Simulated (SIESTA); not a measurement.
Ba2Tl5V3O12: equation of state with PBE

Ba2Tl5V3O12:

```
Ba V Tl O
1.0
     6.65272    0.04946    0.02017
     2.86070    8.36464    0.00384
     2.68279    2.46936    9.19569
Ba V Tl O
2 3 5 12
Direct
  0.80419 0.04665 0.02264
  0.21205 0.95157 0.34012
  0.74540 0.70796 0.33582
  0.25963 0.26599 0.03225
  0.04074 0.07695 0.66106
  0.25636 0.39847 0.35003
  0.58966 0.34866 0.60553
  0.57327 0.88069 0.66842
  0.74552 0.49664 0.11648
  0.11891 0.64206 0.74303
  0.28433 0.09717 0.54175
  0.85350 0.49575 0.34386
  0.40255 0.20448 0.17282
  0.88414 0.05377 0.55967
  0.14017 0.47956 0.98899
  0.54627 0.73631 0.48712
  0.90594 0.24279 0.73262
  0.61543 0.80058 0.18857
  0.05538 0.16451 0.10164
  0.08209 0.90404 0.80708
  0.44178 0.20123 0.89187
  0.94269 0.80417 0.30862
```

The cell was built by a generator and needn't be a form met in nature.

```yaml
Program: SIESTA 5.4.2
Task: equation of state
Functional: PBE
Potentials_or_basis: PseudoDojo 0.4 standard (PBE files)
Basis: DZP (energy shift 0.003 Ry; two zetas on semicore shells; d shell added on Ba)
Grid_cutoff: 800 Ry
Energy_shift: 0.003 Ry
k_mesh: 5 × 4 × 3
Occupations: fermi-dirac, width 0.05 eV
Spin: collinear spin, ferromagnetic start
Starting_moments: "[0.0, 0.0, 2.0, 2.0, 2.0, 0.0, 0.0, 0.0, 0.0, 0.0, 0.0, 0.0, 0.0, 0.0, 0.0, 0.0, 0.0, 0.0, 0.0, 0.0, 0.0, 0.0] μB"
```

* Equilibrium volume: 23.53 Å³/atom
* Bulk modulus at fixed shape and positions: 69 GPa
* Pressure derivative of the bulk modulus: 4.3

Energy against volume, from the lowest point:
| volume (Å³/atom) | energy (meV/atom) |
| --- | --- |
| 21.793 | 31.30 |
| 22.256 | 16.16 |
| 22.720 | 6.23 |
| 23.184 | 1.00 |
| 23.648 | 0.00 |
| 24.111 | 2.81 |
| 24.575 | 9.05 |

All runs of the series together: 44 min on 4 threads of AMD EPYC 7R43 64-Core Processor (Zen 3) (shared host).

Caveat: this set's barium file shifts pressures by up to 1 GPa against other sets; the cell was scaled at fixed shape and fractional positions, which overstates the stiffness of a crystal with free parameters, most of all of layers and chains; the basis of atomic orbitals isn't converged, which shifts pressures, moduli and gaps. The run has no spin-orbit coupling, so splittings on Ba, Tl are missing.
